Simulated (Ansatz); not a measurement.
Task: a ladder of methods at one geometry of CH4BNZn, SMILES C[B]1[NH][Zn]1, with Ansatz 0.2.0, Python API. Give the script and its output. Settings (for the species named): HSE06, def2-SVP basis, multiplicity 1. The script varies functional: hse06, b3lyp, revpbe, lc_wpbe.

Contents of `ch4bnzn.xyz`:
```text
8

C     0.02450    1.16250   -0.07390
B    -0.21130   -0.36900   -0.05690
N    -0.02540   -1.70100    0.61980
Zn   -0.85990   -2.07110   -0.97120
H     0.52620    1.52540    0.80470
H     0.55250    1.51100   -0.99000
H    -0.99300    1.69760   -0.10740
H     1.07850   -1.81260    0.71890
```

Script `ch4bnzn_methods.py`:
```python
# -*- coding: utf-8 -*-
"""One geometry of CH4BNZn, method by method."""

from pathlib import Path

import ansatz as az
import numpy as np

molecule = az.Crystal.molecule_from_extxyz("ch4bnzn.xyz")

calc = molecule.calculation().basis(gaussian="def2-SVP")

print("functional    E (Ha)        dipole (D)   HOMO (eV)  LUMO (eV)")
for name in ["hse06", "b3lyp", "revpbe", "lc_wpbe"]:
    report = calc.functional(name).forces().orbitals().run(threads=1, backend="cpu", runs_dir="runs").report
    lines = Path(report["orbitals_path"]).read_text().splitlines()
    field_of = lambda key: [line.split("=")[1].strip() for line in lines if line.startswith(key)]
    orbitals = [(27.211386 * float(e), s, float(n)) for e, s, n in zip(field_of("Ene="), field_of("Spin="), field_of("Occup="))]
    homo = max(e for e, _, n in orbitals if n > 0.5)
    lumo = min(e for e, _, n in orbitals if n < 0.5)
    dipole = 4.803205 * np.linalg.norm(report["charge_distribution"]["dipole_moment_e_ang"])
    print(f"{name:10s} {report['free_energy_ev'] / 27.211386246:14.6f} {dipole:9.3f} {homo:11.3f} {lumo:10.3f}")
```

`python ch4bnzn_methods.py` gives:
```text
functional    E (Ha)        dipole (D)   HOMO (eV)  LUMO (eV)
hse06        -1898.676733     1.779      -4.241     -2.407
b3lyp        -1899.136161     1.894      -4.513     -2.270
revpbe       -1898.929095     1.848      -3.717     -2.718
lc_wpbe      -1898.747953     1.680      -6.783     -0.043
```

What to keep in mind:
- Total energies depend on the basis set; only differences at equal settings carry meaning.
- The geometry is a force-field or estimated start, not a minimum of this method, and the basis set is short of its limit. A lower total doesn't mark the better method: functionals have no common bound, and MP2 and coupled cluster aren't variational.
- b3lyp holds the VWN-RPA fit, as in Gaussian; the form of ORCA and Turbomole is b3lyp5.
- Levels such as HOMO and LUMO are orbital energies: with these approximate functionals they aren't the ionisation energy and electron affinity, and their gap isn't the fundamental gap.
- hse06 follows the composition of plane-wave codes, whose totals differ by tens of mHa, up to about 0.1 Ha, from the form usual in Gaussian-basis programs (wpbeh).
- Finished in 14 s on 1 thread of Arm Neoverse V2, with other jobs on the host, peak memory 0.26 GiB.
